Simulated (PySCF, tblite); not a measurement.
# C6H15AlSi: geometry, infrared bands and NMR shifts

Aim: predict the infrared bands and NMR shifts of C6H15AlSi (`[SiH3][CH2][AlH][CH]1CCCC1`).

Programs: tblite 0.8.0 and PySCF 2.14.0, with density-fitted response routines of our own. Each step states its level of theory. These are calculated values for one molecule in the gas phase, unless marked as measured. Atoms are numbered from 0 throughout.

### 1 The molecule as given

23 atoms, charge 0, multiplicity 1; geometry from: force field or distance geometry start.

Bonds of the start (Å): Si0–C1 1.88, C1–Al2 1.99, Al2–C3 2.01, C3–C4 1.52, C4–C5 1.50, C5–C6 1.51, C6–C7 1.50, C7–C3 1.49, Si0–H8 1.47, Si0–H9 1.49, Si0–H10 1.45, C1–H11 1.11, C1–H12 1.12, Al2–H13 1.61, C3–H14 1.11, C4–H15 1.09, C4–H16 1.12, C5–H17 1.11, C5–H18 1.10, C6–H19 1.10, C6–H20 1.12, C7–H21 1.09, C7–H22 1.11.

### 2 Relaxing the molecule with GFN2-xTB

What the job is given:

```
{"job": {"kind": "relax", "xc": "GFN2-xTB", "basis": "xTB"}, "charge": 0, "multiplicity": 1}
Si     4.067800     0.419100    -0.290900
C      2.561800    -0.699900    -0.241600
Al     1.020200     0.475800     0.209000
C     -0.742000    -0.094400    -0.576000
C     -1.240700    -1.209300     0.326100
C     -2.390700    -0.646700     1.106100
C     -2.918200     0.433300     0.195700
C     -1.755900     1.001900    -0.571900
H      3.900500     1.245600    -1.495800
H      3.964600     1.274300     0.919400
H      5.306300    -0.333400    -0.272000
H      2.405500    -1.229300    -1.207400
H      2.683500    -1.451800     0.585900
H      1.268600     2.027100     0.545200
H     -0.509500    -0.440500    -1.600500
H     -1.503600    -2.059900    -0.310700
H     -0.450800    -1.517700     1.052900
H     -2.019600    -0.180700     2.038900
H     -3.127600    -1.420100     1.355100
H     -3.701900     0.027500    -0.462000
H     -3.350300     1.267800     0.798100
H     -1.397200     1.965200    -0.197300
H     -2.075600     1.173400    -1.623400
```

The run is started by

```console
$ OMP_NUM_THREADS=1 python probes_run.py task.json out
```

One launch serves the whole session: the jobs run in the order shown.

**Question.** This job is followed by: GFN2-xTB harmonic vibrations, gas phase; GIAO PBE0/pcSseg-1 NMR shielding, non-relativistic, gas phase. Predict these results of the whole session: strongest single infrared mode (GFN2-xTB); zero-point energy (GFN2-xTB); 13C shifts against TMS (PBE0/pcSseg-1, means over atoms taken as alike); 1H shifts against TMS (PBE0/pcSseg-1, means over atoms taken as alike); 29Si shifts against TMS (PBE0/pcSseg-1); 27Al shifts against AlH4- (PBE0/pcSseg-1).

The runs gave:

```
                                                               quantity                                                value
                              strongest single infrared mode (GFN2-xTB)                                2197 cm⁻¹, 461 km/mol
                                           zero-point energy (GFN2-xTB)                                       114.1 kcal/mol
13C shifts against TMS (PBE0/pcSseg-1, means over atoms taken as alike)                          34.6, 31.7, 29.1, -12.0 ppm
 1H shifts against TMS (PBE0/pcSseg-1, means over atoms taken as alike)  5.42, 4.10, 2.46, 1.96, 1.85, 1.56, 1.12, -0.20 ppm
                                29Si shifts against TMS (PBE0/pcSseg-1)                                            -75.7 ppm
                              27Al shifts against AlH4- (PBE0/pcSseg-1)                                            230.9 ppm
```

What this shows: Relaxing lowered the energy by 0.712 eV in 174 steps; the close pair that moved most is C3–C7, from 1.493 to 1.548 Å. All 63 modes are real, so the xTB geometry is a minimum. The strongest single mode, at 2197 cm⁻¹, moves mainly H10 and H8. GFN2-xTB is a fitted tight-binding method: band positions and strengths are rough. Its intensities can rank the bands wrongly. At PBE0/pcSseg-1: Shielding is most anisotropic at Al2 (span 99 ppm, paramagnetic term -539 ppm).
